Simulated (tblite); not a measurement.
# LaCuTe2 with GFN1-xTB from a Python script

These are simulated results from tblite 0.8.0, not measurements. The cell was built from a prototype and was relaxed with r2SCAN in plane waves (Ansatz 0.2.0). It may be hypothetical. All runs are without spin polarisation.

Space group R-3m (No. 166), trigonal; conventional cell a = 4.476 Å, c = 20.249 Å, 29.27 Å³ an atom. Around Cu lie 6 Te at 2.97 Å; around La lie 6 Te at 3.21 Å; around Te lie 3 Cu at 2.97 Å and 3 La at 3.21 Å.

tblite solves periodic systems at the zone centre alone, so the script builds a cluster of 3×3×1 conventional cells (108 atoms), which folds in a coarse mesh of k points.

The script, run.py:

```python
import json
from ase import Atoms
from ase.build import make_supercell
from ase.units import Bohr, GPa, Hartree
from tblite.interface import Calculator

atoms = Atoms(['Cu', 'La', 'Te', 'Te'],
              cell=[[2.23787232, 1.29203619, 6.74953886], [-2.23787232, 1.29203619, 6.74953886], [0.0, -2.58407238, 6.74953886]],
              scaled_positions=[[1.0, 0.0, 0.0], [0.5, 0.5, 0.5], [0.260888354, 0.260888354, 0.260888354], [0.739111646, 0.739111646, 0.739111646]],
              pbc=True)
cluster = make_supercell(atoms, [[3, -3, 0], [0, 3, -3], [1, 1, 1]])
calc = Calculator('GFN1-xTB', cluster.numbers, cluster.positions / Bohr, lattice=cluster.cell[:] / Bohr, periodic=cluster.pbc)
calc.set('temperature', 0.02 / Hartree)
calc.set('max-iter', 150)
res = calc.singlepoint()
levels = res.get('orbital-energies') * Hartree
nv = round(res.get('orbital-occupations').sum() / 2)
cells = len(cluster) // len(atoms)
out = {'energy_per_cell': res.get('energy') * Hartree / cells, 'homo': levels[nv - 1], 'lumo': levels[nv],
       'stress': (-res.get('virial') * Hartree / cluster.get_volume() / GPa).tolist(), 'charges': res.get('charges')[:len(atoms)].tolist(), 'electrons': 2 * nv / cells}
json.dump(out, open('results.json', 'w'))
for key, value in out.items():
    print(key, value)
```

Command: `python run.py`. It took 65 s on 1 thread of Arm Neoverse V1, on a shared host, peak memory 0.22 GiB.

Output:

```
------------------------------------------------------------
  cycle        total energy    energy error   density error
------------------------------------------------------------
      1     -338.4654720707  -3.3741138E+02   9.6042670E-01
      2     -1203.358326276  -8.6489285E+02   3.1208616E+00
      3     -351.3492735892   8.5200905E+02   6.4242438E-01
      4     -352.6005491095  -1.2512755E+00   4.4727702E-01
      5     -353.1152942094  -5.1474510E-01   4.0282930E-01
      6     -353.7266436318  -6.1134942E-01   3.5857949E-01
      7     -354.1717506864  -4.4510705E-01   3.2572639E-01
      8     -356.2172948919  -2.0455442E+00   1.7895093E-01
      9     -356.4089956596  -1.9170077E-01   1.6609522E-01
     10     -356.6495339264  -2.4053827E-01   1.4880741E-01
     11     -356.8948669378  -2.4533301E-01   1.2904535E-01
     12     -356.6053494945   2.8951744E-01   1.4308228E-01
     13     -355.0091698470   1.5961796E+00   2.6259700E-01
     14     -355.1020124523  -9.2842605E-02   2.7501658E-01
     15     -355.4760195479  -3.7400710E-01   2.5015504E-01
     16     -357.3102852168  -1.8342657E+00   8.2113099E-02
     17     -357.2374243086   7.2860908E-02   8.9434561E-02
     18     -418.8896070959  -6.1652183E+01   1.6937886E+00
     19     -481.3772840011  -6.2487677E+01   2.1750112E+00
     20     -565.0123221900  -8.3635038E+01   2.4726922E+00
     21     -629.6672142204  -6.4654892E+01   2.6543685E+00
     22     -652.3802744339  -2.2713060E+01   2.7234562E+00
     23     -919.6646680526  -2.6728439E+02   3.1689672E+00
     24     -447.7975509307   4.7186712E+02   1.6258370E+00
     25     -351.6501215845   9.6147429E+01   3.8280730E-01
     26     -354.5780200197  -2.9278984E+00   2.9990692E-01
     27     -356.6384311586  -2.0604111E+00   1.5726617E-01
     28     -350.8472881098   5.7911430E+00   6.4886483E-01
     29     -357.5171025362  -6.6698144E+00   1.0784033E+00
     30     -356.7476483690   7.6945417E-01   1.0802150E+00
     31     -360.3355665862  -3.5879182E+00   1.1730920E+00
     32     -364.5864439938  -4.2508774E+00   1.2714291E+00
     33     -372.2782544126  -7.6918104E+00   1.3804155E+00
     34     -381.2439668356  -8.9657124E+00   1.4634645E+00
     35     -382.6008405649  -1.3568737E+00   1.4655799E+00
     36     -384.1205576351  -1.5197171E+00   1.4754935E+00
     37     -387.3557390992  -3.2351815E+00   1.4849097E+00
     38     -386.5176539983   8.3808510E-01   1.4736899E+00
     39     -382.9426484889   3.5750055E+00   1.4233823E+00
     40     -358.7516838431   2.4190965E+01   1.0149480E+00
     41     -357.8392593208   9.1242452E-01   9.1633754E-01
     42     -385.5987423974  -2.7759483E+01   1.1388568E+00
     43     -370.7274355485   1.4871307E+01   9.3198988E-01
     44     -375.7380671549  -5.0106316E+00   9.9252281E-01
     45     -388.2308897567  -1.2492823E+01   1.1325939E+00
     46     -359.8217085731   2.8409181E+01   8.3609291E-01
     47     -394.9506655982  -3.5128957E+01   1.0391081E+00
     48     -367.4005353697   2.7550130E+01   7.0143149E-01
     49     -366.9383785922   4.6215678E-01   6.9405377E-01
     50     -365.8790473583   1.0593312E+00   7.1338453E-01
[... 5 lines left out ...]
     56     -355.6614905602   2.1999611E+00   1.6631131E-01
     57     -372.5320335273  -1.6870543E+01   1.1370234E+00
     58     -361.0578272173   1.1474206E+01   8.9611522E-01
     59     -413.9017642444  -5.2843937E+01   1.3193115E+00
     60     -453.1459865305  -3.9244222E+01   1.5970596E+00
     61     -452.9651678790   1.8081865E-01   1.5973276E+00
     62     -448.5252709697   4.4398969E+00   1.5692169E+00
     63     -456.2587444353  -7.7334735E+00   1.5553004E+00
     64     -407.6732528973   4.8585492E+01   1.2547412E+00
     65     -361.8322538817   4.5840999E+01   7.1436692E-01
     66     -387.6308839609  -2.5798630E+01   1.1594545E+00
     67     -392.3322751751  -4.7013912E+00   1.1962734E+00
     68     -365.0887218601   2.7243553E+01   9.3691604E-01
     69     -435.5819579265  -7.0493236E+01   1.5719535E+00
     70     -405.7994141588   2.9782544E+01   1.2908119E+00
     71     -418.7772790842  -1.2977865E+01   1.3085427E+00
     72     -442.6979983007  -2.3920719E+01   1.5096467E+00
     73     -401.2011119443   4.1496886E+01   1.1869486E+00
     74     -496.7338726594  -9.5532761E+01   1.7231444E+00
     75     -424.3012991328   7.2432574E+01   1.5258617E+00
     76     -447.7797863330  -2.3478487E+01   1.6643389E+00
     77     -514.5978004400  -6.6818014E+01   1.8820433E+00
     78     -515.2111550714  -6.1335463E-01   1.8802697E+00
     79     -499.5446917832   1.5666463E+01   1.8767421E+00
     80     -482.3653473377   1.7179344E+01   1.7851626E+00
     81     -406.5177448229   7.5847603E+01   1.2542850E+00
     82     -469.8895843004  -6.3371839E+01   1.7892449E+00
     83     -474.7622707164  -4.8726864E+00   1.8181047E+00
     84     -417.9124234136   5.6849847E+01   1.4864966E+00
     85     -375.1985921135   4.2713831E+01   1.0938270E+00
     86     -451.8715023016  -7.6672910E+01   1.6750073E+00
     87     -363.4277379206   8.8443764E+01   6.9370547E-01
     88     -470.7565675348  -1.0732883E+02   1.8038488E+00
     89     -440.2400823223   3.0516485E+01   1.6519953E+00
     90     -457.4080402525  -1.7167958E+01   1.7058184E+00
     91     -470.1371482854  -1.2729108E+01   1.7768411E+00
     92     -445.1337099579   2.5003438E+01   1.6295877E+00
     93     -389.5891529042   5.5544557E+01   1.0475729E+00
     94     -459.7236483613  -7.0134495E+01   1.6178230E+00
     95     -431.6282954457   2.8095353E+01   1.5953076E+00
     96     -391.6912035424   3.9937092E+01   1.3504986E+00
     97     -369.1469770045   2.2544227E+01   8.9762659E-01
     98     -434.6551601944  -6.5508183E+01   1.6376900E+00
     99     -482.2018278592  -4.7546668E+01   1.8118325E+00
    100     -449.4818100664   3.2720018E+01   1.6533687E+00
    101     -422.1886150506   2.7293195E+01   1.4716183E+00
    102     -426.0831829332  -3.8945679E+00   1.5788335E+00
    103     -431.8323026149  -5.7491197E+00   1.6316506E+00
    104     -447.9742235190  -1.6141921E+01   1.7387490E+00
    105     -451.4532203974  -3.4789969E+00   1.7598574E+00
    106     -451.3958713399   5.7349058E-02   1.7595925E+00
    107     -452.0261112703  -6.3023993E-01   1.7509989E+00
    108     -457.5536325847  -5.5275213E+00   1.7470513E+00
    109     -447.4631056657   1.0090527E+01   1.6908709E+00
    110     -458.7027692868  -1.1239664E+01   1.7505689E+00
    111     -462.2251507506  -3.5223815E+00   1.7699361E+00
    112     -460.9667076675   1.2584431E+00   1.7605974E+00
    113     -446.3634967012   1.4603211E+01   1.6642069E+00
    114     -546.0251031366  -9.9661606E+01   2.1076175E+00
    115     -461.8496457725   8.4175457E+01   1.7767953E+00
    116     -552.2306841771  -9.0381038E+01   2.1263951E+00
    117     -487.9827277905   6.4247956E+01   1.8494407E+00
    118     -484.9276291484   3.0550986E+00   1.8313606E+00
    119     -544.4440944479  -5.9516465E+01   2.0797312E+00
    120     -489.7228088103   5.4721286E+01   1.8768223E+00
    121     -476.7989244767   1.2923884E+01   1.7928216E+00
    122     -501.3936528891  -2.4594728E+01   1.8932474E+00
    123     -493.1343534680   8.2592994E+00   1.8604896E+00
    124     -492.8921187040   2.4223476E-01   1.8668369E+00
    125     -522.9564611775  -3.0064342E+01   1.9967868E+00
    126     -474.0109204869   4.8945541E+01   1.7918948E+00
    127     -555.5267775257  -8.1515857E+01   2.1229210E+00
    128     -467.9624853049   8.7564292E+01   1.7687936E+00
    129     -481.5307785455  -1.3568293E+01   1.8072773E+00
    130     -526.9712361091  -4.5440458E+01   2.0152121E+00
    131     -471.8538402441   5.5117396E+01   1.7937736E+00
    132     -487.8492668663  -1.5995427E+01   1.8517587E+00
    133     -454.8082048349   3.3041062E+01   1.7098070E+00
    134     -455.5449162090  -7.3671137E-01   1.7196816E+00
    135     -446.1178903787   9.4270258E+00   1.6700928E+00
    136     -446.0237152843   9.4175094E-02   1.6920308E+00
    137     -415.5117330525   3.0511982E+01   1.5484632E+00
    138     -370.1871043466   4.5324629E+01   1.1133660E+00
    139     -355.1118591790   1.5075245E+01   2.9485193E-01
    140     -366.1619583383  -1.1050099E+01   1.1873214E+00
    141     -355.7307143982   1.0431244E+01   2.0061581E-01
    142     -355.6976141938   3.3100204E-02   2.7637344E-01
    143     -354.7069046440   9.9070955E-01   4.6050302E-01
    144     -355.1219216462  -4.1501700E-01   4.1083722E-01
    145     -355.0778939494   4.4027697E-02   5.0070749E-01
    146     -354.4074818697   6.7041208E-01   4.3595419E-01
    147     -354.9027565457  -4.9527468E-01   5.6898777E-01
    148     -354.6461685524   2.5658799E-01   5.2090292E-01
    149     -354.9325025782  -2.8633403E-01   3.4167288E-01
    150     -355.0278441683  -9.5341590E-02   5.1118731E-01
------------------------------------------------------------

 total:                            1 min, 4.407 sec
tblite.exceptions.TBLiteRuntimeError: SCF not converged in 150 cycles
```

The self-consistent cycle didn't converge within its limit, so this run gives no property of the crystal.

xTB was fitted mostly to molecules, and a small cluster samples few k points, so gaps, pressures and kinks along a curve can be far from a solid's.

No spin-orbit coupling is included; it can move band edges with weight on the heavy atoms by tenths of an eV.
